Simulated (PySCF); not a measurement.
# CoOH2: relaxation and vibrations of the doublet

The task is one start of a wider search on CoOH2: the doublet, from a trigonal pyramidal start. It is relaxed, tested by its Hessian and followed downhill if it is a saddle.

Method: PBE0, basis Co def2-TZVP, O def2-TZVP, H def2-TZVP, no relativity, density fitting; program: PySCF 2.14.0.

## 1. Where the work starts

4 atoms, charge 0, spin multiplicity 2.

Bond lengths: Co1–O2 1.600 Å, Co1–H3 1.430 Å, Co1–H4 1.430 Å. Angles: O2–Co1–H3 99.8°, O2–Co1–H4 99.8°, H3–Co1–H4 99.8°.

Z-matrix (Å, degrees; charge 0 multiplicity 2):
```
Co
O  1 1.6000
H  1 1.4300 2 99.75
H  1 1.4300 2 99.75 3 -101.77
```

## 2. The SCF at the typed geometry

One driver script runs all steps and calls PySCF; scf.py shows how it sets up the SCF of each step. The optimiser is the driver's own. After this first run the driver tries any further starts and a stability analysis.

scf.py

```python
from pyscf import gto, scf, dft
mol = gto.M(atom='''
Co     0.000000    -0.327090    -0.000010
O      0.113930     1.268850     0.000020
H     -0.904100    -0.505410    -1.093440
H     -0.904120    -0.505400     1.093470''',
    basis={'Co': 'def2-TZVP', 'O': 'def2-TZVP', 'H': 'def2-TZVP'},
    charge=0, spin=1)
mf = dft.UKS(mol, xc='PBE0')
mf.grids.atom_grid = (50, 194)
aux = {'Co': 'def2-universal-JKFIT', 'O': 'def2-universal-JKFIT', 'H': 'def2-universal-JKFIT'}
mf = mf.density_fit(auxbasis=aux)
mf.conv_tol = 1e-08
mf.diis_space = 10
mf.max_cycle = 60
mf.init_guess = 'minao'
mf.verbose = 4
mf.kernel()
```

Launch:

```sh
> OMP_NUM_THREADS=4 python axn.py task.json out
```

After this run come: Trigonal pyramidal start, doublet: relaxation; Frequencies.

What does the calculation give? Wanted: minimum; geometry; wavenumbers; dipole moment; highest occupied, lowest empty level; polar-tensor charge of Co1; zero-point energy; atomisation energy; ⟨S²⟩.

**Answer**, as computed:

| quantity | value |
| --- | --- |
| minimum | doublet, Cs |
| geometry | Co–H 1.453 Å (×2), Co–O 1.540 Å; H–Co–H 99.3°, H–Co–O 106.4° (×2) |
| wavenumbers (cm⁻¹) | 512 (a''), 529 (a'), 643 (a'), 1032 (a'), 2071 (a'), 2084 (a'') |
| dipole moment | 3.14 D |
| highest occupied, lowest empty level (either spin) | -7.64, -3.34 eV |
| polar-tensor charge of Co1 | +0.85 e |
| zero-point energy | 41.1 kJ/mol |
| entropy at 298.15 K | 259.0 J/(mol K) |
| atomisation energy (no zero-point energy) | 744 kJ/mol |
| ⟨S²⟩ | 0.797 |

The trigonal pyramidal start keeps its Cs symmetry and ends in a minimum. In the infrared the band at 1032 cm⁻¹ (a', stretch) leads. Most of the spin sits on Co1 (Mulliken spin 0.94, against 1 for the whole molecule). Other starts or spin states, not run here, may lie lower. Open d and f shells are described by one determinant, and the ground state may have another occupation or spin.
